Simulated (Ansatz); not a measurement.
# C₆H₅Cl₃Hf: up Jacob's ladder to CCSD(T)

The task here is to estimate one member of a computed series from the others.

The runs use Ansatz 0.2.0, Gaussian basis; functionals in def2-TZVPP, the program's frozen cores in correlated methods.

Plan: LDA (SPW92), PBE-D4, revPBE-D4, BLYP-D4, r2SCAN-D4, B97M-V, PBE0-D4, B3LYP-D4, r2SCANh-D4, r2SCAN0-D4, HSE06-D4, BHLYP-D4, CAM-B3LYP-D4, LC-ωPBE, ωB97X-V, ωB97M-V, B2PLYP, PBE-QIDH; CCSD(T)/def2-SVP; CCSD(T)/def2-TZVPP; MP2/def2-QZVPP; extrapolation to the limit.

### Structure used throughout

All runs share one geometry, relaxed beforehand with PBE0-D4 in a triple-zeta def2 set. Hf takes the def2 core potential; no spin-orbit term is included.

SMILES `[Cl][Hf]([Cl])([Cl])[c]1ccccc1`, 15 atoms, charge 0, spin multiplicity 1.

Atoms are counted from 1 here; the program's logs count them from 0.

Bond lengths: Cl1–Hf2 2.331 Å, Hf2–Cl3 2.332 Å, Hf2–Cl4 2.332 Å, Hf2–C5 2.172 Å, C5–C6 1.402 Å, C5–C10 1.401 Å, C6–C7 1.386 Å, C6–H11 1.088 Å, C7–C8 1.388 Å, C7–H12 1.084 Å, C8–C9 1.388 Å, C8–H13 1.084 Å, C9–C10 1.386 Å, C9–H14 1.084 Å, C10–H15 1.086 Å. Angles: Cl1–Hf2–Cl3 112.9°, Cl1–Hf2–Cl4 112.8°, Cl1–Hf2–C5 106.6°, Cl3–Hf2–Cl4 111.5°, Cl3–Hf2–C5 106.2°, Cl4–Hf2–C5 106.2°, Hf2–C5–C6 117.0°, Hf2–C5–C10 125.2°, C6–C5–C10 117.8°, C5–C6–C7 121.3°, C5–C6–H11 120.5°, C7–C6–H11 118.2°, C6–C7–C8 119.7°, C6–C7–H12 120.2°, C8–C7–H12 120.2°, C7–C8–C9 120.1°, C7–C8–H13 119.9°, C9–C8–H13 119.9° and more.

Set-up of the first run:

in.yaml

```yaml
crystal:
  periodic: [false, false, false]
  atoms:
    - {symbol: Cl, position_ang: [-0.912540, -3.744220, -1.279867]}
    - {symbol: Hf, position_ang: [-0.001597, -1.731487, -2.024711]}
    - {symbol: Cl, position_ang: [2.232113, -1.929491, -2.664262]}
    - {symbol: Cl, position_ang: [-1.281025, -0.721634, -3.692066]}
    - {symbol: C, position_ang: [-0.029818, -0.372281, -0.330738]}
    - {symbol: C, position_ang: [0.485666, 0.914868, -0.538994]}
    - {symbol: C, position_ang: [0.509312, 1.854741, 0.479298]}
    - {symbol: C, position_ang: [0.014835, 1.522871, 1.732566]}
    - {symbol: C, position_ang: [-0.500930, 0.255600, 1.965253]}
    - {symbol: C, position_ang: [-0.522709, -0.681478, 0.944114]}
    - {symbol: H, position_ang: [0.879788, 1.200749, -1.512325]}
    - {symbol: H, position_ang: [0.912329, 2.844615, 0.297432]}
    - {symbol: H, position_ang: [0.031567, 2.255372, 2.531767]}
    - {symbol: H, position_ang: [-0.886649, -0.001222, 2.945508]}
    - {symbol: H, position_ang: [-0.930333, -1.667001, 1.147027]}
basis:
  gaussian: {orbitals: def2-TZVPP}
hamiltonian: {xc: lda}
output: {orbitals: {seedname: orbitals}}
```

Run with:

```bash
$ ansatz run in.yaml --threads 5 --pin off --events-out ev --progress --plain --max-ram 66560MiB --backend cuda --devices 0, --max-vram 37GiB
```

Steps of the session up to this table: LDA; PBE-D4 (GGA); revPBE-D4 (GGA); BLYP-D4 (GGA); r2SCAN-D4 (meta-GGA); B97M-V (meta-GGA); B3LYP-D4 (hybrid); r2SCANh-D4 (hybrid); r2SCAN0-D4 (hybrid); HSE06-D4 (hybrid); BHLYP-D4 (hybrid); CAM-B3LYP-D4 (range-separated); LC-ωPBE (range-separated); ωB97X-V (range-separated); ωB97M-V (range-separated); B2PLYP (double hybrid); PBE-QIDH (double hybrid).

One table of the session follows, with a row left open; its other results are not shown here.

It belongs to the step «Orbital energies across the functionals». 

| functional | HOMO (eV) | LUMO (eV) | gap (eV) |
| --- | --- | --- | --- |
| LDA (SPW92) | -6.98 | -3.15 | 3.83 |
| PBE-D4 | -6.75 | -2.89 | 3.86 |
| revPBE-D4 | -6.67 | -2.80 | 3.87 |
| BLYP-D4 | -6.54 | -2.72 | 3.82 |
| r2SCAN-D4 | -6.95 | -2.77 | 4.17 |
| B97M-V | -6.88 | -2.69 | 4.19 |
| PBE0-D4 | -7.73 | -2.13 | 5.61 |
| B3LYP-D4 | -7.50 | -2.29 | 5.21 |
| r2SCANh-D4 | -7.32 | -2.49 | 4.83 |
| r2SCAN0-D4 | -7.87 | -2.06 | 5.82 |
| HSE06-D4 | -7.34 | -2.50 | 4.85 |
| BHLYP-D4 | -8.49 | -1.17 | 7.33 |
| CAM-B3LYP-D4 | -8.92 | -1.07 | 7.85 |
| LC-ωPBE | ? | ? | ? |
| ωB97X-V | -9.88 | -0.10 | 9.78 |
| ωB97M-V | -9.79 | -0.15 | 9.64 |

Estimate the missing values for LC-ωPBE.

The run gave: HOMO (eV): -10.23; LUMO (eV): -0.06; gap (eV): 10.17. In the column «HOMO (eV)» it is the lowest.
